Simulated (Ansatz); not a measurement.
Run this with the Python package of Ansatz (0.2.0) and show what comes out.

`bend.py`:
```python
"""Bending curve of FH5SSi2."""

import ansatz as az
from ase import Atoms

atoms = Atoms(["F", "Si", "Si", "S", "H", "H", "H", "H", "H"], positions=[
    (-1.1422, 1.426, -1.2297),
    (0.3049, 1.0402, -0.8566),
    (0.2678, -0.939, 0.317),
    (-0.7944, -0.787, 2.1281),
    (1.093, 0.8903, -2.1315),
    (0.9171, 2.1565, -0.0571),
    (1.7105, -1.3298, 0.7206),
    (-0.2397, -2.0269, -0.4895),
    (-2.0285, -0.4765, 1.5816),
])

# relax first, so that the scan starts from a minimum
first = (
    az.Crystal.molecule_from_ase(atoms).calculation()
    .basis(gaussian="def2-SVP")
    .functional("pbe0")
    .relax(force_tolerance=0.02, max_steps=80)
)
atoms.positions = first.run().report["positions_ang"]

rows = []
for angle in [85, 95, 105, 115, 125, 140, 160]:
    bent = atoms.copy()
    bent.set_angle(2, 3, 8, angle, indices=[8])
    setup = (
        az.Crystal.molecule_from_ase(bent).calculation()
        .basis(gaussian="def2-SVP")
        .correlation("mp2")
    )
    rows.append((angle, setup.run().report["free_energy_ev"]))
floor = min(e for _, e in rows)
for angle, e in rows:
    print(f"angle Si2-S3-H8 = {angle:3d} deg   {1000 * (e - floor):9.1f} meV")
```

```console
$ python bend.py
angle Si2-S3-H8 =  85 deg        35.5 meV
angle Si2-S3-H8 =  95 deg         0.0 meV
angle Si2-S3-H8 = 105 deg        80.7 meV
angle Si2-S3-H8 = 115 deg       263.8 meV
angle Si2-S3-H8 = 125 deg       532.5 meV
angle Si2-S3-H8 = 140 deg      1047.2 meV
angle Si2-S3-H8 = 160 deg      1759.4 meV
```

The scan is rigid, and the energies are electronic, in a modest basis. The zero is the lowest point of the grid, which needn't be the minimum. The start is relaxed with a density functional and scanned with the wavefunction method, so it isn't exactly that method's minimum. Wall time of the script: 69 s on 1 thread of Arm Neoverse V2, with other jobs on the host, peak memory 0.27 GiB.
